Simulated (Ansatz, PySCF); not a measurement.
Ho(OH)3 in two programs

Ho(OH)3 (singlet in the valence; each metal's 4f electrons, 10 of them, lie in its core potential, out of spins and levels), relaxed with PySCF 2.14.0, RKS TPSS, Ho lcecp-1-SVP with ECP56, O def2-SVP, H def2-SVP; non-relativistic Hamiltonian with scalar-relativistic core potentials where named; density fitting; no spin-orbit coupling:

```xyz
7

Ho    0.0000    0.0000    0.1126
O     2.0444    0.0000    0.1389
H     3.0089    0.0000    0.1621
O    -1.0222    1.7705    0.1389
H    -1.5045    2.6058    0.1621
O    -1.0222   -1.7705    0.1389
H    -1.5045   -2.6058    0.1621
```

There the HOMO–LUMO gap is 4.23 eV. The 4f levels lie in the core potential and are missing.

The same geometry by Ansatz 0.2.0 (PBE, PAW with the 4f shell of lanthanides and the 5f shell of actinides in the valence, a periodic box with 9 Å of vacuum; gaps over both spins; site moments in spheres, but by Gaussian weights under spin-orbit coupling, so that the two can't be compared; unpaired electrons at the start: 4, along z under spin-orbit coupling; the open shells may stand above their lowest state):

| spin-orbit coupling | U on f (eV) | gap (eV) | spin moment on Ho1 (μB) | orbital moment of its f shell (μB) | largest force component (eV/Å) |
| --- | --- | --- | --- | --- | --- |
| without | 0 | 1.10 | 3.77 | – | 0.20 |

Question: What does the run with spin-orbit coupling and with U = 0 eV give?

Answer: gap (eV): 1.09, spin moment on Ho1 (μB): 3.51, orbital moment of its f shell (μB): 2.23, largest force component (eV/Å): 0.16. It took 2 min on 2 threads of Arm Neoverse V1, on a shared host, peak memory 2.6 GiB.

Semilocal functionals tend to give orbital moments well under those of Hund's rules.

Without U the plane-wave gap ends on 4f levels, which the Gaussian run lacks; U moves filled and empty 4f levels apart, though the lowest empty ones can remain 4f.

The spin-orbit runs use fully relativistic datasets of their own, so changes of a few hundredths of an eV needn't come from the coupling.

No frequency check is given that shows the relaxed geometry to be a minimum. An lcecp potential fixes the number of 4f electrons, so in runs with it no electron can move into or out of that shell.
